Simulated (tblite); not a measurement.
# C2H9B2NO2: the cost of one run

The runs use tblite 0.8.0 and PySCF 2.14.0, with density-fitted response routines of our own; the level of theory stands in each step. All values are computed, except where a source is named. Atoms count from 0, in the outputs and in this text.

## 1. Starting geometry

16 atoms, charge 0, multiplicity 1; geometry from: force field or distance geometry start.

Bonds of the start (Å): C0–O1 1.41, O1–B2 1.48, B2–B3 1.68, B3–N4 1.52, B2–O5 1.46, O5–C6 1.41, C0–H7 1.10, C0–H8 1.12, C0–H9 1.11, B3–H10 1.18, N4–H11 1.04, N4–H12 1.05, C6–H13 1.12, C6–H14 1.11, C6–H15 1.11.

## 2. Optimising the geometry with GFN2-xTB

The job: settings as JSON, then the geometry in Å.

```
{"job": {"kind": "relax", "xc": "GFN2-xTB", "basis": "xTB"}, "charge": 0, "multiplicity": 1}
C     -1.972700    -1.610400     0.370700
O     -0.973700    -1.150500    -0.505700
B     -0.138500    -0.161700     0.217500
B     -0.526500     1.467200     0.095600
N      0.280800     2.490500     0.884700
O      0.995500    -0.598200     1.024600
C      2.132300    -0.696600     0.191000
H     -2.585700    -2.356400    -0.162500
H     -2.662600    -0.784300     0.670200
H     -1.561200    -2.112100     1.275600
H     -1.466300     1.792300    -0.535200
H      1.236700     2.503900     0.464000
H     -0.149100     3.427600     0.693800
H      1.990900    -1.466800    -0.604300
H      2.988600    -1.020800     0.814900
H      2.403800     0.285100    -0.238800
```

On the command line:

```console
$ OMP_NUM_THREADS=1 python probes_run.py task.json out
```

One launch serves the whole session: the jobs run in the order shown.

**Question.** How long does this first job take on 1 thread of Arm Neoverse N1, shared host, and how much memory does it need?

About 1.5 s, with a peak of 0.18 GiB.
